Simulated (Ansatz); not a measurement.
**CH2FOSi with multiplicity 2: molecular dynamics**

Method: UKS PBE/STO-3G, in Ansatz 0.2.0.

## 1. The structure to begin with

Bond lengths: O1–Si2 1.505 Å, Si2–C3 1.856 Å, C3–F4 1.334 Å, Si2–H5 1.448 Å, C3–H6 1.083 Å. Angles: O1–Si2–C3 122.2°, O1–Si2–H5 129.8°, C3–Si2–H5 108.0°, Si2–C3–F4 122.3°, Si2–C3–H6 126.2°, F4–C3–H6 111.5°.

As a file:

```xyz
6

O     2.1117   -0.3982    0.4624
Si    0.8784   -0.0895   -0.3434
C    -0.7995    0.0634    0.4357
F    -1.8936    0.3433   -0.2749
H     0.7328    0.1368   -1.7666
H    -1.0297   -0.0558    1.4868
```

## 2. Relaxing the start

Contents of input.yaml:

```yaml
crystal:
  periodic: [false, false, false]
  atoms:
    - { symbol: O, position_ang: [2.11165, -0.39821, 0.46241] }
    - { symbol: Si, position_ang: [0.8784, -0.08946, -0.3434] }
    - { symbol: C, position_ang: [-0.79951, 0.0634, 0.43573] }
    - { symbol: F, position_ang: [-1.8936, 0.34327, -0.27489] }
    - { symbol: H, position_ang: [0.73279, 0.13678, -1.76664] }
    - { symbol: H, position_ang: [-1.02973, -0.05577, 1.48679] }
magnetization:
  spin_polarized: true
  initial_magnetization: 1
basis:
  gaussian: { orbitals: STO-3G }
hamiltonian:
  xc: pbe
relax:
  f_tol: 0.02
  max_steps: 40
```

Started as:

```sh
> ansatz run input.yaml --threads 1 --pin off --max-ram 2048MiB --backend cpu --events-out ev --progress --plain --runs-dir out
```

Q: Estimate wall time and peak memory on 1 thread of Arm Neoverse V2, shared host.

About 10 s, with a peak of 0.15 GiB.
